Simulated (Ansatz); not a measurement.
# CH3FGeO (SMILES C[O][Ge][F]): PBE-QIDH/6-31G(d) (spherical functions)

Aim: the vertical ionisation energy of CH3FGeO at PBE-QIDH/6-31G* (spherical functions), from 2 runs. 

Program for the calculation: Ansatz 0.2.0.

125 further runs of the same task are left out: 125 set aside as unsound or not needed.

**1. The structure to begin with**

CH3FGeO has 7 atoms, charge 0, and is taken as a singlet. SMILES: `C[O][Ge][F]`. The coordinates come from a PBE0-D4/def2-TZVP relaxation. This is one conformer, not always the lowest.

Bond lengths: C1–O2 1.413 Å, O2–Ge3 1.764 Å, Ge3–F4 1.768 Å, C1–H5 1.092 Å, C1–H6 1.093 Å, C1–H7 1.093 Å. Angles: C1–O2–Ge3 128.6°, O2–Ge3–F4 99.1°, O2–C1–H5 112.1°, O2–C1–H6 109.1°, O2–C1–H7 109.0°, H5–C1–H6 109.1°, H5–C1–H7 109.1°, H6–C1–H7 108.4°.

**2. The energy at PBE-QIDH/6-31G(d) (spherical functions)**

File molecule.yaml:

```yaml
crystal:
  periodic: [false, false, false]
  atoms:
    - {symbol: C, position_ang: [-0.504800, 0.491500, 0.394900]}
    - {symbol: O, position_ang: [0.412400, 0.624200, -0.671900]}
    - {symbol: Ge, position_ang: [1.441700, -0.610700, -1.398400]}
    - {symbol: F, position_ang: [0.967400, -1.990600, -0.400200]}
    - {symbol: H, position_ang: [-0.548500, -0.532200, 0.773800]}
    - {symbol: H, position_ang: [-0.208000, 1.161100, 1.206600]}
    - {symbol: H, position_ang: [-1.498700, 0.788500, 0.049700]}
basis:
  gaussian:
    orbitals: 6-31G_st_-spherical.json
magnetization:
  spin_polarized: false
hamiltonian:
  xc: {name: PBE-QIDH}
correlation:
  frozen_orbitals: {C: 1, F: 1, Ge: 9, H: 0, O: 1}
accuracy: high
output:
  orbitals: {seedname: orbitals}
```

The basis set 6-31G* is read from a file made from the Basis Set Exchange's data (not shown).

Command:

```
$ ansatz run molecule.yaml --threads 1 --pin off --max-ram 3480MiB --events-out events.jsonl --progress --plain --runs-dir runs
```

The log of the run:

```text
Warning: RAYON_NUM_THREADS=1 ignored (pool sized by the plan → 1); use --threads N
Functional definition: PBE-QIDH
  name "PBE-QIDH"
  parameter a = 3^(-1/3)
  parameter c = 1/3
  exchange = (1 - a)*pbe_x + a*exact_x
  correlation = (1 - c)*pbe_c + c*(mp2_os + mp2_ss)
1735 factors; integrals over basis functions are off by at most 4.5e-9 eV
mean field evaluation 1: about -62325.6432 eV, gradient 4.3e1 eV
mean field evaluation 2: about -62325.6842 eV, gradient 4.3e1 eV
mean field evaluation 4: about -62329.2408 eV, gradient 3.3e0 eV
mean field evaluation 8: about -62329.2666 eV, gradient 3.7e-1 eV
mean field evaluation 16: about -62329.2670 eV, gradient 1.5e-4 eV
mean field -62329.26701938 eV, -2290.5583146678 hartree, gradient 4.9e-8 eV, S^2 0.000000; 0 other end points of the search recorded, 0 dependent functions left out
12 core orbitals not correlated: weight in the atoms' cores, before any rotation towards them, 1.000 or more for the frozen orbitals, at most 0.000 for the correlated occupied ones
reference -62329.26702029 eV, -2290.5583147009 hartree; 17, 17 occupied and 51, 51 virtual orbitals, 1735 factors
second order -22.20113315 eV of doubles, -0.00000000 eV of singles
Total energy: -62336.66739800 eV, -2290.8302735658 hartree
```

Run time: 11 s. Hardware: 1 thread of Arm Neoverse V2, shared host; peak memory 0.26 GiB.

**3. The doublet cation, same level**

File molecule.yaml:

```yaml
basis:
  gaussian:
    orbitals: 6-31G_st_-spherical.json
crystal:
  periodic: [false, false, false]
  atoms:
    - symbol: C
      position_ang: [-0.504800, 0.491500, 0.394900]
    - symbol: O
      position_ang: [0.412400, 0.624200, -0.671900]
    - symbol: Ge
      position_ang: [1.441700, -0.610700, -1.398400]
    - symbol: F
      position_ang: [0.967400, -1.990600, -0.400200]
    - symbol: H
      position_ang: [-0.548500, -0.532200, 0.773800]
    - symbol: H
      position_ang: [-0.208000, 1.161100, 1.206600]
    - symbol: H
      position_ang: [-1.498700, 0.788500, 0.049700]
magnetization:
  spin_polarized: true
  initial_magnetization: 1
total_charge: 1
output:
  orbitals: {seedname: orbitals}
correlation:
  frozen_orbitals: {C: 1, F: 1, Ge: 9, H: 0, O: 1}
hamiltonian:
  xc: {name: PBE-QIDH}
accuracy: high
```

The basis set 6-31G* is read from a file made from the Basis Set Exchange's data (not shown).

Command:

```
$ ansatz run molecule.yaml --threads 1 --pin off --max-ram 3480MiB --events-out events.jsonl --progress --plain --runs-dir runs
```

The log of the run (excerpt; [...] marks lines left out):

```text
Warning: RAYON_NUM_THREADS=1 ignored (pool sized by the plan → 1); use --threads N
Functional definition: PBE-QIDH
  name "PBE-QIDH"
[...]
1734 factors; integrals over basis functions are off by at most 4.3e-9 eV
[...]
mean field -62318.81712194 eV, -2290.1742880200 hartree, gradient 4.7e-8 eV, S^2 0.770683; 6 other end points of the search recorded, 0 dependent functions left out
12 core orbitals not correlated: weight in the atoms' cores, before any rotation towards them, 1.000 or more for the frozen orbitals, at most 0.000 for the correlated occupied ones
reference -62318.81712296 eV, -2290.1742880574 hartree; 17, 16 occupied and 51, 52 virtual orbitals, 1734 factors
second order -21.97748876 eV of doubles, -0.00000000 eV of singles
Total energy: -62326.14295255 eV, -2290.4435073291 hartree
```

Wall time 76 s (1 thread of Arm Neoverse V2, shared host); peak memory 0.43 GiB.

**4. What came out**

Level: PBE-QIDH/6-31G* (spherical functions), 12 core orbitals frozen.

| quantity | value |
| --- | --- |
| singlet CH3FGeO: total energy | -2290.83027 Eh |
| singlet CH3FGeO: HOMO energy (SCF part's orbitals) | -9.96 eV |
| singlet CH3FGeO: LUMO energy (SCF part's orbitals) | -0.22 eV |
| singlet CH3FGeO: HOMO–LUMO gap (SCF part's orbitals) | 9.74 eV |
| doublet cation: total energy | -2290.44351 Eh |
| doublet cation: HOMO energy (SCF part's orbitals) (highest over α and β) | -17.10 eV |
| doublet cation: LUMO energy (SCF part's orbitals) (lowest over α and β) | -10.91 eV |
| doublet cation: ⟨S²⟩ | 0.771 |
| vertical ionisation energy (to the doublet cation) | 10.524 eV |

**Reading.** The vertical ionisation energy comes to 10.52 eV (243 kcal/mol). −ε(HOMO) before ionisation, 9.96 eV, is 0.57 eV below this ionisation energy.
